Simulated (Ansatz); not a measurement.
# AlO2: the cost of one run

Program: Ansatz 0.2.0. Level of theory: DFT PBE+D3(BJ), scalar-relativistic, plane waves, PAW. These are calculated values, not measurements.

2 further runs of the same task are left out: 2 set aside as unsound or not needed.

### Step 1. The starting structure

The structure is orthorhombic, space group Cmcm (No. 63). The conventional cell has a = 2.956 Å, b = 10.612 Å, c = 3.635 Å, α = 90.00°, β = 90.00°, γ = 90.00°. Around Al (site symmetry m2m) lie 6 O at 1.86 to 2.00 Å. Around O (site symmetry m2m) lie 4 Al at 1.86 to 2.00 Å. O (site symmetry m2m) has 2 Al at 1.87 Å as nearest neighbours.

Structure file:

```
Al O
1.0
     1.47821   -5.30621    0.00000
     1.47821    5.30621    0.00000
     0.00000    0.00000    3.63534
Al O
2 4
Direct
  0.33237 0.66763 0.25000
  0.66763 0.33237 0.75000
  0.70479 0.29521 0.25000
  0.29521 0.70479 0.75000
  0.94094 0.05906 0.25000
  0.05906 0.94094 0.75000
```

It goes back to an entry of the Materials Project, which need not be the stable form.

It is the result of an earlier relaxation at this level (volume 9.50 Å³/atom; gap on the mesh: none (metal), site moments up to 0.7 μB).

### Step 2. The undisturbed cell

input.yaml

```yaml
crystal:
  lattice:
    - [1.4782141293, -5.3062068862, 0.0]
    - [1.4782141293, 5.3062068862, 0.0]
    - [0.0, 0.0, 3.6353360468]
  atoms:
    - { symbol: Al, position: [0.3323727375, 0.6676272625, 0.25] }
    - { symbol: Al, position: [0.6676272625, 0.3323727375, 0.75] }
    - { symbol: O, position: [0.7047888597, 0.2952111403, 0.25] }
    - { symbol: O, position: [0.2952111403, 0.7047888597, 0.75] }
    - { symbol: O, position: [0.9409365797, 0.0590634203, 0.25], spin: 0.8 }
    - { symbol: O, position: [0.0590634203, 0.9409365797, 0.75], spin: 0.8 }
basis:
  ecutwfc: 420
kpoints:
  mp_grid: { grid: [16, 16, 14] }
hamiltonian:
  xc: pbe
  dispersion: d3bj
scf:
  occupations: { method: gaussian, width: 0.15 }
output:
  forces: true
  stress: true
  eigenvalues: true
  populations: true
magnetization:
  spin_polarized: true
```

Run with:

```sh
$ ansatz run input.yaml --threads 1 --pin off --max-ram 2560MiB --backend cpu --events-out ev --progress --plain --runs-dir out
```

**Question.** How long does this run take on 1 thread of Arm Neoverse V1, shared host, and how much memory does it need?

About 2.2 min, with a peak of 1.2 GiB.
